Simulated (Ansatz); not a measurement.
# GeH2 (triplet): PBE, r2SCAN, PBE0, B3LYP over vertical spin and charge gaps and displaced geometries, cc-pVDZ, part 2 of 3

Ansatz 0.2.0, Gaussian basis; cc-pVDZ, all electrons in the functionals. Earlier steps stand in the parts before.

**16. PBE0, charge 0, triplet**

File in.yaml:

```yaml
crystal:
  periodic: [false, false, false]
  atoms:
    - {symbol: Ge, position_ang: [0.000000, -0.020787, 0.000000]}
    - {symbol: H, position_ang: [0.000000, 0.749032, -1.334401]}
    - {symbol: H, position_ang: [0.000000, 0.749032, 1.334401]}
basis:
  gaussian: {orbitals: cc-pVDZ}
magnetization: {spin_polarized: true, initial_magnetization: 2}
hamiltonian: {xc: {name: PBE0}}
output: {forces: true, orbitals: {seedname: orbitals}}
```

Run with:

```console
$ ansatz run in.yaml --threads 1 --pin off --events-out ev --progress --plain --max-ram 2393MiB
```

What it wrote:

```text
Functional definition: PBE0
  name "PBE0"
  cite "Adamo & Barone, J. Chem. Phys. 110, 6158 (1999) doi:10.1063/1.478522"
  cite "Perdew, Burke & Ernzerhof, Phys. Rev. Lett. 77, 3865 (1996) doi:10.1103/PhysRevLett.77.3865"
  parent pbe
  parameter a = 0.25
  parameter kappa = 0.804
  parameter beta = 0.06672455060314922
  exchange = (1 - a)*pbe_x(kappa = kappa, mu = beta*pi^2/3) + a*exact_x
  correlation = pbe_c(beta = beta)
413 factors; integrals over basis functions are off by at most 1.2e-3 eV
mean field evaluation 1: about -56539.9102 eV, gradient 4.5e0 eV
mean field evaluation 2: about -56540.0674 eV, gradient 1.7e0 eV
mean field evaluation 4: about -56540.0947 eV, gradient 5.3e-1 eV
mean field evaluation 8: about -56540.1094 eV, gradient 1.4e-2 eV
mean field evaluation 16: about -56540.1094 eV, gradient 4.0e-5 eV
mean field -56540.10939628 eV, -2077.8106960508 hartree, gradient 4.0e-5 eV, S^2 2.001967; 0 other end points of the search recorded, 0 dependent functions left out
the calculation of the forces begins
reference -56540.10941881 eV, -2077.8106968786 hartree; 18, 16 occupied and 19, 21 virtual orbitals, 413 factors
Total energy: -56540.10941881 eV, -2077.8106968786 hartree
Atom 0 at     0.000000    -0.020787     0.000000 Å, force     0.000000    -0.069602    -0.000000 eV/Å
Atom 1 at     0.000000     0.749032    -1.334401 Å, force    -0.000000     0.034801    -0.062042 eV/Å
Atom 2 at     0.000000     0.749032     1.334401 Å, force     0.000000     0.034801     0.062042 eV/Å
Dipole moment:     0.000000     0.009902     0.000000 e Å
```

Run time: 0.96 s. Hardware: 1 thread of Intel Xeon Platinum 8375C at 2.90GHz, shared host.

From the report: ⟨S²⟩ of the determinant 2.002 (pure triplet: 2.00).

**17. PBE0, charge 0, singlet**

Changes to in.yaml since step 16:

```diff
@@ -8,3 +8,3 @@
   gaussian: {orbitals: cc-pVDZ}
-magnetization: {spin_polarized: true, initial_magnetization: 2}
+magnetization: {spin_polarized: true, initial_magnetization: 0}
 hamiltonian: {xc: {name: PBE0}}
```

The command is unchanged.

What it wrote:

```text
Functional definition: PBE0
  name "PBE0"
  cite "Adamo & Barone, J. Chem. Phys. 110, 6158 (1999) doi:10.1063/1.478522"
  cite "Perdew, Burke & Ernzerhof, Phys. Rev. Lett. 77, 3865 (1996) doi:10.1103/PhysRevLett.77.3865"
  parent pbe
  parameter a = 0.25
  parameter kappa = 0.804
  parameter beta = 0.06672455060314922
  exchange = (1 - a)*pbe_x(kappa = kappa, mu = beta*pi^2/3) + a*exact_x
  correlation = pbe_c(beta = beta)
413 factors; integrals over basis functions are off by at most 1.2e-3 eV
mean field evaluation 1: about -56540.2804 eV, gradient 4.9e0 eV
mean field evaluation 2: about -56540.4494 eV, gradient 1.5e0 eV
mean field evaluation 4: about -56540.4651 eV, gradient 3.6e-1 eV
mean field evaluation 8: about -56540.4756 eV, gradient 9.3e-3 eV
mean field evaluation 16: about -56540.5034 eV, gradient 3.1e-1 eV
mean field evaluation 32: about -56540.4756 eV, gradient 8.4e-6 eV
mean field -56540.51421415 eV, -2077.8255728329 hartree, gradient 2.9e-5 eV, S^2 0.327428; 4 other end points of the search recorded, 0 dependent functions left out
the calculation of the forces begins
reference -56540.51423513 eV, -2077.8255736041 hartree; 17, 17 occupied and 20, 20 virtual orbitals, 413 factors
Total energy: -56540.51423513 eV, -2077.8255736041 hartree
Atom 0 at     0.000000    -0.020787     0.000000 Å, force    -0.000001    -2.453303    -0.000000 eV/Å
Atom 1 at     0.000000     0.749032    -1.334401 Å, force     0.000000     1.226652    -0.063553 eV/Å
Atom 2 at     0.000000     0.749032     1.334401 Å, force     0.000000     1.226652     0.063553 eV/Å
Dipole moment:     0.000000     0.153694    -0.000000 e Å
```

It took 1.8 s on 1 thread of Intel Xeon Platinum 8375C at 2.90GHz, shared host.

From the report: ⟨S²⟩ of the determinant 0.327 (pure singlet: 0.00).

From charge 0, triplet: -0.405 eV.

**18. PBE0, charge 0, quintet**

Changes to in.yaml since step 17:

```diff
@@ -8,3 +8,3 @@
   gaussian: {orbitals: cc-pVDZ}
-magnetization: {spin_polarized: true, initial_magnetization: 0}
+magnetization: {spin_polarized: true, initial_magnetization: 4}
 hamiltonian: {xc: {name: PBE0}}
```

Launched as before.

What it wrote:

```text
Functional definition: PBE0
  name "PBE0"
  cite "Adamo & Barone, J. Chem. Phys. 110, 6158 (1999) doi:10.1063/1.478522"
  cite "Perdew, Burke & Ernzerhof, Phys. Rev. Lett. 77, 3865 (1996) doi:10.1103/PhysRevLett.77.3865"
  parent pbe
  parameter a = 0.25
  parameter kappa = 0.804
  parameter beta = 0.06672455060314922
  exchange = (1 - a)*pbe_x(kappa = kappa, mu = beta*pi^2/3) + a*exact_x
  correlation = pbe_c(beta = beta)
413 factors; integrals over basis functions are off by at most 1.2e-3 eV
mean field evaluation 1: about -56532.3983 eV, gradient 3.5e0 eV
mean field evaluation 2: about -56532.5054 eV, gradient 1.4e0 eV
mean field evaluation 4: about -56532.5470 eV, gradient 3.6e-1 eV
mean field evaluation 8: about -56532.5489 eV, gradient 5.2e-3 eV
mean field evaluation 16: about -56532.5489 eV, gradient 5.0e-5 eV
mean field -56532.54891760 eV, -2077.5328535840 hartree, gradient 2.2e-5 eV, S^2 6.002248; 1 other end points of the search recorded, 0 dependent functions left out
the calculation of the forces begins
reference -56532.54894012 eV, -2077.5328544115 hartree; 19, 15 occupied and 18, 22 virtual orbitals, 413 factors
Total energy: -56532.54894012 eV, -2077.5328544115 hartree
Atom 0 at     0.000000    -0.020787     0.000000 Å, force     0.000000    -2.412683    -0.000000 eV/Å
Atom 1 at     0.000000     0.749032    -1.334401 Å, force    -0.000000     1.206342    -4.990117 eV/Å
Atom 2 at     0.000000     0.749032     1.334401 Å, force    -0.000000     1.206342     4.990117 eV/Å
Dipole moment:     0.000000     0.016983    -0.000000 e Å
```

Wall time 1.1 s (1 thread of Intel Xeon Platinum 8375C at 2.90GHz, shared host).

From the report: ⟨S²⟩ of the determinant 6.002 (pure quintet: 6.00).

From charge 0, triplet: +7.560 eV.

**19. PBE0, charge 1, doublet**

Changes to in.yaml since step 18:

```diff
@@ -8,4 +8,5 @@
   gaussian: {orbitals: cc-pVDZ}
-magnetization: {spin_polarized: true, initial_magnetization: 4}
+total_charge: 1
+magnetization: {spin_polarized: true, initial_magnetization: 1}
 hamiltonian: {xc: {name: PBE0}}
-output: {forces: true, orbitals: {seedname: orbitals}}
+output: {orbitals: {seedname: orbitals}}
```

Same command.

What it wrote, shortened:

```text
Functional definition: PBE0
  name "PBE0"
  cite "Adamo & Barone, J. Chem. Phys. 110, 6158 (1999) doi:10.1063/1.478522"
  cite "Perdew, Burke & Ernzerhof, Phys. Rev. Lett. 77, 3865 (1996) doi:10.1103/PhysRevLett.77.3865"
  parent pbe
[...]
413 factors; integrals over basis functions are off by at most 1.2e-3 eV
[...]
mean field -56532.09570708 eV, -2077.5161984045 hartree, gradient 1.3e-5 eV, S^2 0.752085; 0 other end points of the search recorded, 0 dependent functions left out
reference -56532.09572814 eV, -2077.5161991786 hartree; 17, 16 occupied and 20, 21 virtual orbitals, 413 factors
Total energy: -56532.09572814 eV, -2077.5161991786 hartree
```

It took 0.81 s on 1 thread of Intel Xeon Platinum 8375C at 2.90GHz, shared host.

From the report: ⟨S²⟩ of the determinant 0.752 (pure doublet: 0.75).

From charge 0, triplet: +8.014 eV.

**20. PBE0, charge 1, quartet**

Changes to in.yaml since step 19:

```diff
@@ -9,3 +9,3 @@
 total_charge: 1
-magnetization: {spin_polarized: true, initial_magnetization: 1}
+magnetization: {spin_polarized: true, initial_magnetization: 3}
 hamiltonian: {xc: {name: PBE0}}
```

The command is unchanged.

What it wrote, shortened:

```text
Functional definition: PBE0
  name "PBE0"
  cite "Adamo & Barone, J. Chem. Phys. 110, 6158 (1999) doi:10.1063/1.478522"
  cite "Perdew, Burke & Ernzerhof, Phys. Rev. Lett. 77, 3865 (1996) doi:10.1103/PhysRevLett.77.3865"
  parent pbe
[...]
413 factors; integrals over basis functions are off by at most 1.2e-3 eV
[...]
mean field -56527.71496511 eV, -2077.3552091065 hartree, gradient 4.7e-6 eV, S^2 3.758050; 0 other end points of the search recorded, 0 dependent functions left out
reference -56527.71498877 eV, -2077.3552099760 hartree; 18, 15 occupied and 19, 22 virtual orbitals, 413 factors
Total energy: -56527.71498877 eV, -2077.3552099760 hartree
```

Wall time 0.81 s (1 thread of Intel Xeon Platinum 8375C at 2.90GHz, shared host).

From the report: ⟨S²⟩ of the determinant 3.758 (pure quartet: 3.75).

From charge 0, triplet: +12.394 eV.

**21. PBE0, displaced geometry v1**

File in.yaml:

```yaml
crystal:
  periodic: [false, false, false]
  atoms:
    - {symbol: Ge, position_ang: [-0.000625, -0.021152, 0.000876]}
    - {symbol: H, position_ang: [-0.001458, 0.732525, -1.344678]}
    - {symbol: H, position_ang: [0.046506, 0.791835, 1.281511]}
basis:
  gaussian: {orbitals: cc-pVDZ}
magnetization: {spin_polarized: true, initial_magnetization: 2}
hamiltonian: {xc: {name: PBE0}}
output: {forces: true, orbitals: {seedname: orbitals}}
```

The command is unchanged.

What it wrote:

```text
Functional definition: PBE0
  name "PBE0"
  cite "Adamo & Barone, J. Chem. Phys. 110, 6158 (1999) doi:10.1063/1.478522"
  cite "Perdew, Burke & Ernzerhof, Phys. Rev. Lett. 77, 3865 (1996) doi:10.1103/PhysRevLett.77.3865"
  parent pbe
  parameter a = 0.25
  parameter kappa = 0.804
  parameter beta = 0.06672455060314922
  exchange = (1 - a)*pbe_x(kappa = kappa, mu = beta*pi^2/3) + a*exact_x
  correlation = pbe_c(beta = beta)
413 factors; integrals over basis functions are off by at most 1.2e-3 eV
mean field evaluation 1: about -56539.8945 eV, gradient 4.7e0 eV
mean field evaluation 2: about -56540.0566 eV, gradient 1.8e0 eV
mean field evaluation 4: about -56540.0869 eV, gradient 5.3e-1 eV
mean field evaluation 8: about -56540.1018 eV, gradient 1.3e-2 eV
mean field evaluation 16: about -56540.1018 eV, gradient 2.4e-5 eV
mean field -56540.10180617 eV, -2077.8104171192 hartree, gradient 2.4e-5 eV, S^2 2.001969; 0 other end points of the search recorded, 0 dependent functions left out
the calculation of the forces begins
reference -56540.10182870 eV, -2077.8104179471 hartree; 18, 16 occupied and 19, 21 virtual orbitals, 413 factors
Total energy: -56540.10182870 eV, -2077.8104179471 hartree
Atom 0 at    -0.000625    -0.021152     0.000876 Å, force    -0.011583    -0.168753    -0.368200 eV/Å
Atom 1 at    -0.001458     0.732525    -1.344678 Å, force    -0.002238    -0.033274    -0.069985 eV/Å
Atom 2 at     0.046506     0.791835     1.281511 Å, force     0.013821     0.202027     0.438185 eV/Å
Dipole moment:     0.000255     0.005299     0.005354 e Å
```

Wall time 0.96 s (1 thread of Intel Xeon Platinum 8375C at 2.90GHz, shared host).

From the report: ⟨S²⟩ of the determinant 2.002 (pure triplet: 2.00).

From charge 0, triplet: +0.008 eV.

The fields below are evaluated on a grid from the run's orbitals.

Frontier orbitals at PBE0/cc-pVDZ (alpha spin), with the share of their density that lies nearest to each atom:

| orbital | energy (eV) | lies on |
| --- | --- | --- |
| HOMO-1 | -7.40 | Ge1 65 %; H2, H3 about 18 % each |
| HOMO | -5.53 | Ge1 73 %; H2, H3 about 13 % each |
| LUMO | 0.80 | H2, H3 about 33 % each; Ge1 33 % |

ELF in a plane through or near 3 of the atoms.

Values, 10 rows by 14 columns:
```
0.00 0.00 0.00 0.00 0.00 0.00 0.00 0.00 0.00 0.00 0.00 0.00 0.00 0.00
0.00 0.00 0.00 0.00 0.00 0.00 0.00 0.00 0.00 0.00 0.00 0.00 0.00 0.00
0.00 0.00 0.01 0.15 0.37 0.20 0.03 0.02 0.08 0.31 0.28 0.04 0.00 0.00
0.00 0.00 0.18 0.91 0.98 0.89 0.22 0.11 0.60 0.96 0.96 0.57 0.02 0.00
0.00 0.01 0.64 0.99 1.00 0.99 0.38 0.20 0.80 1.00 1.00 0.92 0.13 0.00
0.00 0.01 0.47 0.97 0.99 0.80 0.35 0.65 0.27 0.98 0.99 0.81 0.07 0.00
0.00 0.00 0.03 0.22 0.49 0.36 0.42 0.71 0.21 0.46 0.31 0.08 0.00 0.00
0.00 0.00 0.00 0.02 0.15 0.45 0.39 0.34 0.45 0.32 0.06 0.01 0.00 0.00
0.00 0.00 0.00 0.01 0.08 0.39 0.69 0.73 0.59 0.21 0.03 0.00 0.00 0.00
0.00 0.00 0.00 0.00 0.01 0.07 0.19 0.22 0.14 0.03 0.00 0.00 0.00 0.00
```
The map spans 7.8 Å across and 6.2 Å up, centred on the molecule. Atoms in the plane (x, y in Å): Ge1 (0.0, -0.5), H2 (-1.3, 0.3), H3 (1.3, 0.3).

log10 of the density (e/Å³) in the same plane.

Ten even steps from ' ' (-4.0) to '@' (2.0):
```
                                                        
                                                        
                ........................                
          ......::::::::::::::::::::::::......          
        ....::::::------::::::::------::::::....        
      ....::::----------------------------::::....      
      ..::::--============================----::..      
    ..::::--====++++++++++====++++++++++====--::....    
    ..::----==++********++++++++********++==----::..    
    ..::----==++************************++==----::..    
    ..::----==++********##%%%%##********++==----::..    
    ..::::--==++++++****%%@@@@%%##**++++====--::::..    
      ..::::--====++++**##%%%%##**++++====--::::..      
      ....::----====++++**####****++====----::....      
        ..::::----==++++++++**++++++==----::::..        
        ....::::--======++++++++======--::::....        
          ..::::------==============----::::..          
            ....::::----------------::::....            
              ....::::::::------::::::......            
                ......::::::::::::::....                
```
The map spans 7.8 Å across and 6.2 Å up, centred on the molecule. Atoms in the plane (x, y in Å): Ge1 (0.0, -0.5), H2 (-1.3, 0.3), H3 (1.3, 0.3).

On the surface of density 0.002 e/bohr³ the electrostatic potential runs, from the 1st to the 99th percentile, from -0.11 V near Ge1 to 0.83 V near H3.

The spin density lies nearest to Ge1 73 %; H2, H3 about 14 % each.

**22. PBE0, displaced geometry v2**

File in.yaml:

```yaml
crystal:
  periodic: [false, false, false]
  atoms:
    - {symbol: Ge, position_ang: [0.003418, -0.020575, -0.000203]}
    - {symbol: H, position_ang: [-0.161457, 0.757618, -1.323010]}
    - {symbol: H, position_ang: [-0.084836, 0.725194, 1.337612]}
basis:
  gaussian: {orbitals: cc-pVDZ}
magnetization: {spin_polarized: true, initial_magnetization: 2}
hamiltonian: {xc: {name: PBE0}}
output: {forces: true, orbitals: {seedname: orbitals}}
```

The command is unchanged.

What it wrote:

```text
Functional definition: PBE0
  name "PBE0"
  cite "Adamo & Barone, J. Chem. Phys. 110, 6158 (1999) doi:10.1063/1.478522"
  cite "Perdew, Burke & Ernzerhof, Phys. Rev. Lett. 77, 3865 (1996) doi:10.1103/PhysRevLett.77.3865"
  parent pbe
  parameter a = 0.25
  parameter kappa = 0.804
  parameter beta = 0.06672455060314922
  exchange = (1 - a)*pbe_x(kappa = kappa, mu = beta*pi^2/3) + a*exact_x
  correlation = pbe_c(beta = beta)
413 factors; integrals over basis functions are off by at most 1.2e-3 eV
mean field evaluation 1: about -56539.9085 eV, gradient 4.6e0 eV
mean field evaluation 2: about -56540.0663 eV, gradient 1.7e0 eV
mean field evaluation 4: about -56540.0940 eV, gradient 5.3e-1 eV
mean field evaluation 8: about -56540.1087 eV, gradient 1.4e-2 eV
mean field evaluation 16: about -56540.1087 eV, gradient 1.9e-5 eV
mean field -56540.10868997 eV, -2077.8106700944 hartree, gradient 1.9e-5 eV, S^2 2.001967; 0 other end points of the search recorded, 0 dependent functions left out
the calculation of the forces begins
reference -56540.10871250 eV, -2077.8106709221 hartree; 18, 16 occupied and 19, 21 virtual orbitals, 413 factors
Total energy: -56540.10871250 eV, -2077.8106709221 hartree
Atom 0 at     0.003418    -0.020575    -0.000203 Å, force     0.009340    -0.078460    -0.138701 eV/Å
Atom 1 at    -0.161457     0.757618    -1.323010 Å, force    -0.000783     0.000864    -0.023882 eV/Å
Atom 2 at    -0.084836     0.725194     1.337612 Å, force    -0.008557     0.077596     0.162583 eV/Å
Dipole moment:    -0.001422     0.008904     0.002219 e Å
```

It took 0.96 s on 1 thread of Intel Xeon Platinum 8375C at 2.90GHz, shared host.

From the report: ⟨S²⟩ of the determinant 2.002 (pure triplet: 2.00).

From charge 0, triplet: +0.001 eV.

The fields below are evaluated on a grid from the run's orbitals.

Frontier orbitals at PBE0/cc-pVDZ (alpha spin), with the share of their density that lies nearest to each atom:

| orbital | energy (eV) | lies on |
| --- | --- | --- |
| HOMO-1 | -7.35 | Ge1 65 %; H2, H3 about 18 % each |
| HOMO | -5.53 | Ge1 74 %; H2, H3 about 13 % each |
| LUMO | 0.66 | H2, H3 about 33 % each; Ge1 33 % |

ELF in a plane through or near 3 of the atoms.

Values, 10 rows by 14 columns:
```
0.00 0.00 0.00 0.00 0.00 0.00 0.00 0.00 0.00 0.00 0.00 0.00 0.00 0.00
0.00 0.00 0.00 0.00 0.00 0.00 0.00 0.00 0.00 0.00 0.00 0.00 0.00 0.00
0.00 0.00 0.00 0.14 0.37 0.23 0.04 0.02 0.10 0.35 0.29 0.03 0.00 0.00
0.00 0.00 0.17 0.88 0.98 0.91 0.28 0.13 0.69 0.98 0.97 0.55 0.01 0.00
0.00 0.01 0.60 0.99 1.00 0.99 0.44 0.23 0.86 1.00 1.00 0.93 0.10 0.00
0.00 0.01 0.44 0.97 0.99 0.84 0.31 0.58 0.37 0.98 0.99 0.81 0.07 0.00
0.00 0.00 0.03 0.18 0.46 0.38 0.36 0.65 0.23 0.49 0.33 0.08 0.00 0.00
0.00 0.00 0.00 0.02 0.12 0.42 0.41 0.35 0.46 0.28 0.05 0.01 0.00 0.00
0.00 0.00 0.00 0.01 0.06 0.35 0.67 0.73 0.55 0.18 0.02 0.00 0.00 0.00
0.00 0.00 0.00 0.00 0.01 0.07 0.19 0.23 0.13 0.03 0.00 0.00 0.00 0.00
```
The map spans 7.9 Å across and 6.2 Å up, centred on the molecule. Atoms in the plane (x, y in Å): Ge1 (0.0, -0.5), H2 (-1.3, 0.3), H3 (1.3, 0.3).

On the surface of density 0.002 e/bohr³ the electrostatic potential runs, from the 1st to the 99th percentile, from -0.09 V near Ge1 to 0.83 V near H3.

The spin density lies nearest to Ge1 73 %; H2, H3 about 13 % each.

**23. B3LYP, charge 0, triplet**

File in.yaml:

```yaml
crystal:
  periodic: [false, false, false]
  atoms:
    - {symbol: Ge, position_ang: [0.000000, -0.020787, 0.000000]}
    - {symbol: H, position_ang: [0.000000, 0.749032, -1.334401]}
    - {symbol: H, position_ang: [0.000000, 0.749032, 1.334401]}
basis:
  gaussian: {orbitals: cc-pVDZ}
magnetization: {spin_polarized: true, initial_magnetization: 2}
hamiltonian: {xc: {name: B3LYP}}
```

The command is unchanged.

What it wrote, shortened:

```text
Functional definition: B3LYP
  name "B3LYP"
  cite "Stephens, Devlin, Chabalowski & Frisch, J. Phys. Chem. 98, 11623 (1994) doi:10.1021/j100096a001"
  cite "Becke, Phys. Rev. A 38, 3098 (1988) doi:10.1103/PhysRevA.38.3098"
  cite "Lee, Yang & Parr, Phys. Rev. B 37, 785 (1988) doi:10.1103/PhysRevB.37.785"
  cite "Vosko, Wilk & Nusair, Can. J. Phys. 58, 1200 (1980) doi:10.1139/p80-159"
[...]
413 factors; integrals over basis functions are off by at most 1.2e-3 eV
[...]
mean field -56548.57064955 eV, -2078.1216413732 hartree, gradient 2.6e-5 eV, S^2 2.001295; 0 other end points of the search recorded, 0 dependent functions left out
reference -56548.57083659 eV, -2078.1216482469 hartree; 18, 16 occupied and 19, 21 virtual orbitals, 413 factors
Total energy: -56548.57083659 eV, -2078.1216482469 hartree
```

Wall time 0.81 s (1 thread of Intel Xeon Platinum 8375C at 2.90GHz, shared host).

From the report: ⟨S²⟩ of the determinant 2.001 (pure triplet: 2.00).

**24. B3LYP, charge 0, singlet**

Changes to in.yaml since step 23:

```diff
@@ -8,3 +8,3 @@
   gaussian: {orbitals: cc-pVDZ}
-magnetization: {spin_polarized: true, initial_magnetization: 2}
+magnetization: {spin_polarized: true, initial_magnetization: 0}
 hamiltonian: {xc: {name: B3LYP}}
```

Launched as before.

What it wrote, shortened:

```text
Functional definition: B3LYP
  name "B3LYP"
  cite "Stephens, Devlin, Chabalowski & Frisch, J. Phys. Chem. 98, 11623 (1994) doi:10.1021/j100096a001"
  cite "Becke, Phys. Rev. A 38, 3098 (1988) doi:10.1103/PhysRevA.38.3098"
  cite "Lee, Yang & Parr, Phys. Rev. B 37, 785 (1988) doi:10.1103/PhysRevB.37.785"
  cite "Vosko, Wilk & Nusair, Can. J. Phys. 58, 1200 (1980) doi:10.1139/p80-159"
[...]
413 factors; integrals over basis functions are off by at most 1.2e-3 eV
[...]
mean field -56549.16259254 eV, -2078.1433948769 hartree, gradient 1.8e-5 eV, S^2 0.163027; 4 other end points of the search recorded, 0 dependent functions left out
reference -56549.16277945 eV, -2078.1434017455 hartree; 17, 17 occupied and 20, 20 virtual orbitals, 413 factors
Total energy: -56549.16277945 eV, -2078.1434017455 hartree
```

Wall time 1.6 s (1 thread of Intel Xeon Platinum 8375C at 2.90GHz, shared host).

From the report: ⟨S²⟩ of the determinant 0.163 (pure singlet: 0.00).

From charge 0, triplet: -0.592 eV.

**25. B3LYP, charge 0, quintet**

Changes to in.yaml since step 24:

```diff
@@ -8,3 +8,3 @@
   gaussian: {orbitals: cc-pVDZ}
-magnetization: {spin_polarized: true, initial_magnetization: 0}
+magnetization: {spin_polarized: true, initial_magnetization: 4}
 hamiltonian: {xc: {name: B3LYP}}
```

Same command.

What it wrote, shortened:

```text
Functional definition: B3LYP
  name "B3LYP"
  cite "Stephens, Devlin, Chabalowski & Frisch, J. Phys. Chem. 98, 11623 (1994) doi:10.1021/j100096a001"
  cite "Becke, Phys. Rev. A 38, 3098 (1988) doi:10.1103/PhysRevA.38.3098"
  cite "Lee, Yang & Parr, Phys. Rev. B 37, 785 (1988) doi:10.1103/PhysRevB.37.785"
  cite "Vosko, Wilk & Nusair, Can. J. Phys. 58, 1200 (1980) doi:10.1139/p80-159"
[...]
413 factors; integrals over basis functions are off by at most 1.2e-3 eV
[...]
mean field -56540.87672920 eV, -2077.8388950153 hartree, gradient 4.8e-5 eV, S^2 6.002168; 1 other end points of the search recorded, 0 dependent functions left out
reference -56540.87690484 eV, -2077.8389014700 hartree; 19, 15 occupied and 18, 22 virtual orbitals, 413 factors
Total energy: -56540.87690484 eV, -2077.8389014700 hartree
```

It took 0.84 s on 1 thread of Intel Xeon Platinum 8375C at 2.90GHz, shared host.

From the report: ⟨S²⟩ of the determinant 6.002 (pure quintet: 6.00).

From charge 0, triplet: +7.694 eV.

[end of part 2 of 3]
